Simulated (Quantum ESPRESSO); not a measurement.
This Quantum ESPRESSO 7.5 run on Al5P needs a look.

pw.in

```
&CONTROL
  calculation = 'scf'
  prefix = 'pwscf'
  outdir = './tmp'
  pseudo_dir = './pseudo'
  tprnfor = .true.
  tstress = .true.
  disk_io = 'low'
/
&SYSTEM
  ibrav = 0
  nat = 6
  ntyp = 2
  ecutwfc = 45
  ecutrho = 360
  nbnd = 16
  input_dft = 'sla+pw+nogx+nogc+vv10'
  occupations = 'smearing'
  smearing = 'fd'
  degauss = 0.00999582
/
&ELECTRONS
  conv_thr = 1.2d-09
  electron_maxstep = 50
  mixing_beta = 1.5
  mixing_ndim = 1
/
ATOMIC_SPECIES
Al    26.9815 al_lda_v1.uspp.F.UPF
P     30.9738 p_lda_v1.5.uspp.F.UPF
CELL_PARAMETERS angstrom
   3.1215312200    0.0000000000    0.0000000000
  -1.5607656100    2.7033253300    0.0000000000
   0.0000000000    0.0000000000   15.3185713600
ATOMIC_POSITIONS crystal
Al     0.3333333300    0.6666666700    0.0088206300
Al     0.0000000000    0.0000000000    0.1717319000
Al     0.3333333300    0.6666666700    0.3338604000
Al     0.0000000000    0.0000000000    0.4953868400
Al     0.3333333300    0.6666666700    0.6572485600
P      0.0000000000    0.0000000000    0.8329506500
K_POINTS automatic
10 10 2 0 0 0
```

Potentials or basis: GBRV 1.5 LDA.

Launch:

```console
$ OMP_NUM_THREADS=1 pw.x -in pw.in > pw.out
```

pw.out:

```text
This program is part of the open-source Quantum ESPRESSO suite
     for quantum simulation of materials; please cite
         "P. Giannozzi et al., J. Phys.:Condens. Matter 21 395502 (2009);
         "P. Giannozzi et al., J. Phys.:Condens. Matter 29 465901 (2017);
         "P. Giannozzi et al., J. Chem. Phys. 152 154105 (2020);
     in publications or presentations arising from this work. More details at

     IMPORTANT: XC functional enforced from input :
     Exchange-correlation= SLA+PW+NOGX+NOGC+VV10
                           (   1   4   0   0  26   0   0)
     Any further DFT definition will be discarded
     Please, verify this is what you really want

     Message from routine setup:
     using ibrav=0 with symmetry is DISCOURAGED, use correct ibrav instead

     G-vector sticks info
     --------------------
     sticks:   dense  smooth     PW     G-vecs:    dense   smooth      PW
     Sum         859     433    121               100585    35619    5791

     Using Slab Decomposition

     bravais-lattice index     =            0
     lattice parameter (alat)  =       5.8988  a.u.
     unit-cell volume          =     872.3301 (a.u.)^3
     number of atoms/cell      =            6
     number of atomic types    =            2
     number of electrons       =        20.00
[... 92 lines left out ...]
        k(   28) = (   0.3000000   0.5196152  -0.1018872), wk =   0.0600000

     Dense  grid:   100585 G-vectors     FFT dimensions: (  36,  36, 180)

     Smooth grid:    35619 G-vectors     FFT dimensions: (  25,  25, 125)

     Initial potential from superposition of free atoms

     starting charge      19.9889, renormalised to      20.0000

Carrying out rVV10 run using the following parameters:
Nqs =      20    Nr_points =    1024   r_max =   100.000
b_value =  6.30000    beta =  0.00901
     q_mesh =  0.00010000  0.00030000  0.00058939  0.00100810
               0.00161396  0.00249058  0.00375900  0.00559430
               0.00824984  0.01209221  0.01765183  0.02569619
               0.03733578  0.05417739  0.07854596  0.11380545
               0.16482331  0.23864234  0.34545298  0.50000000

Gradients computed in Reciprocal space

     Starting wfcs are   24 randomized atomic wfcs

     Self-consistent Calculation

     iteration #  1     ecut=    45.00 Ry     beta= 1.50
     Davidson diagonalization with overlap
     ethr =  1.00E-02,  avg # of iterations =  2.9

     Threshold (ethr) on eigenvalues was too large:
     Diagonalizing with lowered threshold

     Davidson diagonalization with overlap
     ethr =  7.16E-04,  avg # of iterations =  1.8

     negative rho (up, down):  2.102E-03 0.000E+00
[... 195 lines left out ...]
     iteration # 15     ecut=    45.00 Ry     beta= 1.50
     Davidson diagonalization with overlap
     c_bands:  1 eigenvalues not converged
     c_bands:  4 eigenvalues not converged
     c_bands:  1 eigenvalues not converged
```

Task: What happened, and what is wrong with the input?

Result: The calculation hadn't finished when its time ran out. The input holds a flaw that was put in on purpose: mixing far too strong (mixing_beta = 1.5; mixing_ndim = 1).
